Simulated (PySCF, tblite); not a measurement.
# C₆H₉NSi: dynamics, then NMR shifts on frames, part 2 of 2

tblite 0.8.0 and PySCF 2.14.0. Atoms count from 0. Earlier steps stand in the parts before.

### Step 6. NMR shieldings: 800 fs, PBE0/pcSseg-1

The job: settings as JSON, then the geometry in Å.

```
{"job": {"kind": "nmr", "xc": "PBE0", "basis": "pcSseg-1", "pop": false}, "charge": 0, "multiplicity": 1}
C      1.818000    -0.810500     1.312200
C      0.844200     0.009800     0.870300
C     -0.488700    -0.278600     0.498000
C     -1.057500    -1.533000     0.587100
C     -2.451900    -1.277900     0.301500
C     -2.630800     0.030300    -0.006400
N     -1.440000     0.678700     0.201100
Si    -1.401000     2.347000     0.552500
H      2.801100    -0.555200     1.652800
H      1.471400    -1.761900     1.706400
H      1.308400     0.939000     0.425700
H     -0.643300    -2.477700     0.834800
H     -3.229000    -2.012200     0.238700
H     -3.526300     0.564500    -0.272300
H     -1.095900     2.522600     1.932000
H     -0.544700     3.051400    -0.488200
H     -2.782700     2.793700     0.161600
```

Method: GIAO PBE0/pcSseg-1 NMR shielding, non-relativistic, gas phase.

What it wrote:

```text
coarse grid: 14784 points
cycle   1  E = -577.6435332678  dE =  1.335e+00  |g| = 4.065e-01  |ddm| = 3.938e+00
cycle   2  E = -577.6293838251  dE =  1.415e-02  |g| = 4.746e-01  |ddm| = 9.699e-01
cycle   3  E = -577.6863916655  dE = -5.701e-02  |g| = 1.102e-01  |ddm| = 5.645e-01
cycle   4  E = -577.6891736122  dE = -2.782e-03  |g| = 3.788e-02  |ddm| = 1.356e-01
cycle   5  E = -577.6894960594  dE = -3.224e-04  |g| = 8.922e-03  |ddm| = 3.734e-02
cycle   6  E = -577.6895113809  dE = -1.532e-05  |g| = 3.314e-03  |ddm| = 9.979e-03
cycle   7  E = -577.6895139238  dE = -2.543e-06  |g| = 7.331e-04  |ddm| = 3.218e-03
final grid: 138520 points
cycle   8  E = -577.7355421052  dE = -3.842e-05  |g| = 7.158e-03  |ddm| = 4.155e-02
cycle   9  E = -577.7355400399  dE =  2.065e-06  |g| = 7.889e-03  |ddm| = 1.470e-02
cycle  10  E = -577.7355552518  dE = -1.521e-05  |g| = 9.326e-04  |ddm| = 7.820e-03
cycle  11  E = -577.7355554214  dE = -1.696e-07  |g| = 3.253e-04  |ddm| = 9.556e-04
cycle  12  E = -577.7355554437  dE = -2.230e-08  |g| = 9.511e-05  |ddm| = 3.707e-04
cycle  13  E = -577.7355554458  dE = -2.103e-09  |g| = 3.264e-05  |ddm| = 1.247e-04
cycle  14  E = -577.7355554461  dE = -2.526e-10  |g| = 8.704e-06  |ddm| = 3.370e-05
converged SCF energy = -577.7355554461

GIAO shielding tensors (ppm)
atom      isotropic    diamagn.    paramagn.     s11        s22        s33       span
  0 C       65.069     253.621    -188.551    -46.374     74.505    167.076    213.449
  1 C       50.827     258.055    -207.228    -66.781     57.657    161.606    228.387
  2 C       43.766     251.753    -207.986    -32.148     39.178    124.270    156.418
  3 C       64.580     253.436    -188.856    -25.933     52.983    166.690    192.623
  4 C       61.702     255.436    -193.734    -19.227     48.003    156.330    175.557
  5 C       52.791     249.745    -196.954    -33.585     70.735    121.222    154.808
  6 N      109.010     330.228    -221.218     36.819     92.411    197.798    160.979
  7 Si     403.576     880.535    -476.960    362.996    389.507    458.224     95.228
  8 H       25.726      29.758      -4.032     23.658     25.050     28.471      4.813
  9 H       25.944      32.111      -6.167     23.058     23.945     30.829      7.771
 10 H       24.321      32.480      -8.159     20.383     23.339     29.240      8.857
 11 H       23.975      34.043     -10.068     21.374     23.748     26.803      5.429
 12 H       25.335      30.507      -5.173     22.959     25.952     27.092      4.133
 13 H       24.722      30.368      -5.646     21.413     25.426     27.329      5.916
 14 H       27.252      29.052      -1.800     23.306     25.574     32.875      9.570
 15 H       25.686      28.857      -3.171     22.212     24.249     30.598      8.386
 16 H       26.252      28.571      -2.319     22.158     26.227     30.372      8.214
```

Run time: 21 s. Hardware: 1 thread of Arm Neoverse V2, shared host; peak memory 0.85 GiB.

In short: δ C2 143.2, C1 136.1, C5 134.1, C4 125.2, H11 7.74, H10 7.40 ppm.

### Step 7. Shielding tensors: 1000 fs, PBE0/pcSseg-1

The job: settings as JSON, then the geometry in Å.

```
{"job": {"kind": "nmr", "xc": "PBE0", "basis": "pcSseg-1", "pop": false}, "charge": 0, "multiplicity": 1}
C      1.595300    -0.252300     1.569300
C      0.480600     0.481000     1.294900
C     -0.757400    -0.039100     0.862300
C     -1.078800    -1.229600     0.306500
C     -2.416500    -1.108800    -0.087700
C     -2.816300     0.153400     0.273900
N     -1.788300     0.849000     0.768600
Si    -1.758100     2.600800     0.932500
H      2.533300     0.132400     1.824400
H      1.487500    -1.277700     1.442800
H      0.497800     1.561400     1.269600
H     -0.327700    -2.052400     0.039800
H     -3.090900    -1.656500    -0.724500
H     -3.830200     0.633800     0.187100
H     -1.292800     2.956700     2.278300
H     -0.998800     3.356100    -0.140100
H     -3.088300     2.967900     0.688800
```

With the program's defaults for keys left out, this is: GIAO PBE0/pcSseg-1 NMR shielding, non-relativistic, gas phase.

What it wrote:

```text
coarse grid: 14784 points
cycle   1  E = -577.6376873819  dE =  1.462e+00  |g| = 4.315e-01  |ddm| = 3.959e+00
cycle   2  E = -577.6190886197  dE =  1.860e-02  |g| = 5.141e-01  |ddm| = 1.043e+00
cycle   3  E = -577.6867918911  dE = -6.770e-02  |g| = 1.116e-01  |ddm| = 6.017e-01
cycle   4  E = -577.6896112822  dE = -2.819e-03  |g| = 3.797e-02  |ddm| = 1.365e-01
cycle   5  E = -577.6899290312  dE = -3.177e-04  |g| = 1.034e-02  |ddm| = 3.942e-02
cycle   6  E = -577.6899513606  dE = -2.233e-05  |g| = 3.190e-03  |ddm| = 1.152e-02
cycle   7  E = -577.6899536252  dE = -2.265e-06  |g| = 8.892e-04  |ddm| = 3.171e-03
final grid: 138520 points
cycle   8  E = -577.7341745973  dE = -3.282e-05  |g| = 7.251e-03  |ddm| = 4.284e-02
cycle   9  E = -577.7341699243  dE =  4.673e-06  |g| = 8.684e-03  |ddm| = 1.469e-02
cycle  10  E = -577.7341874983  dE = -1.757e-05  |g| = 1.385e-03  |ddm| = 8.012e-03
cycle  11  E = -577.7341879096  dE = -4.112e-07  |g| = 3.391e-04  |ddm| = 1.367e-03
cycle  12  E = -577.7341879344  dE = -2.482e-08  |g| = 1.124e-04  |ddm| = 4.054e-04
cycle  13  E = -577.7341879374  dE = -2.983e-09  |g| = 3.213e-05  |ddm| = 1.242e-04
cycle  14  E = -577.7341879376  dE = -2.110e-10  |g| = 1.338e-05  |ddm| = 3.819e-05
converged SCF energy = -577.7341879376

GIAO shielding tensors (ppm)
atom      isotropic    diamagn.    paramagn.     s11        s22        s33       span
  0 C       73.718     255.369    -181.650    -38.608     84.966    174.798    213.406
  1 C       44.868     260.899    -216.032    -73.179     59.361    148.420    221.599
  2 C       48.680     259.241    -210.561    -20.160     37.945    128.255    148.415
  3 C       73.806     256.538    -182.732      1.965     57.159    162.294    160.329
  4 C       68.261     256.386    -188.125    -15.561     62.343    158.001    173.562
  5 C       51.614     253.489    -201.876    -35.926     67.702    123.065    158.991
  6 N       98.946     335.475    -236.529     15.325     92.201    189.312    173.987
  7 Si     404.605     879.932    -475.327    359.926    387.079    466.811    106.885
  8 H       26.700      31.318      -4.618     23.674     25.942     30.485      6.811
  9 H       26.291      34.567      -8.277     22.874     24.390     31.607      8.733
 10 H       25.100      35.571     -10.471     21.571     22.454     31.275      9.704
 11 H       23.606      32.119      -8.514     20.051     25.260     25.506      5.454
 12 H       25.055      30.527      -5.472     22.337     24.929     27.900      5.563
 13 H       24.308      29.115      -4.807     20.488     25.525     26.910      6.422
 14 H       26.382      28.097      -1.715     22.726     25.017     31.402      8.676
 15 H       26.224      29.113      -2.889     22.950     24.333     31.387      8.437
 16 H       27.607      29.459      -1.852     23.415     27.085     32.322      8.907
```

Run time: 25 s. Hardware: 1 thread of Arm Neoverse V2, shared host; peak memory 0.85 GiB.

In short: δ C1 142.1, C2 138.2, C5 135.3, C4 118.7, H11 8.11, H13 7.41 ppm.

### Step 8. Run by run: NMR shifts

Shifts (ppm) of some atoms, chosen among heavy atoms and hydrogens apart, with basis size and wall time:

```
  frame     C2     C1     C3     C0   H16    H8     N6  functions  time
 250 fs  143.1  138.1  110.0  106.0  5.31  4.30  175.8        188  30 s
 425 fs  148.8  142.5  120.6  124.1  4.44  5.26  165.4        188  22 s
 625 fs  143.9  131.0  120.0  122.5  6.47  5.66  159.2        188  20 s
 800 fs  143.2  136.1  122.3  121.9  5.46  5.99  158.7        188  21 s
1000 fs  138.2  142.1  113.1  113.2  4.11  5.02  168.8        188  25 s
```

### Step 9. Results

What follows sums up all 2 parts.

```
                                       quantity                                                     value
                                     thermostat                                                     400 K
                  mean temperature, second half                                                     375 K
        mean potential energy above the minimum                                                   0.70 eV
 ¹³C shifts against TMS (PBE0/pcSseg-1, 250 fs)              143.1, 138.1, 138.1, 114.7, 110.0, 106.0 ppm
  ¹H shifts against TMS (PBE0/pcSseg-1, 250 fs)  8.15, 7.29, 6.73, 6.69, 5.43, 5.31, 5.07, 4.82, 4.30 ppm
 ¹⁵N shifts against NH3 (PBE0/pcSseg-1, 250 fs)                                                 175.8 ppm
²⁹Si shifts against TMS (PBE0/pcSseg-1, 250 fs)                                                 -50.3 ppm
          surface potential, 1st and 99th percentile                                        -0.99 V and 1.55 V
                       range of the shift of C0                                        106.0 to 124.1 ppm
```

In the second half the potential energy averages 0.70 eV above the minimum; equipartition over 45 harmonic modes at 400 K would give 0.78 eV. With 17 atoms the temperature swings widely (224 to 507 K). Shifts at one fixed geometry are not the observed spectrum, which averages over the motion. NICS(1)zz of -27 ppm above the planar ring from C2 marks a diatropic (aromatic) ring current. At PBE0/pcSseg-1, counted by nearest atom on the grid, the HOMO lies on C2, C5 about 24 % each; C0, C3 about 14 % each, the LUMO on C0, C1 about 17 % each; C2, C3, C5 about 10 % each. In ppm, C0 moves most: its shift spreads over 18.1 ppm, from 106.0 (250 fs) to 124.1 (425 fs).
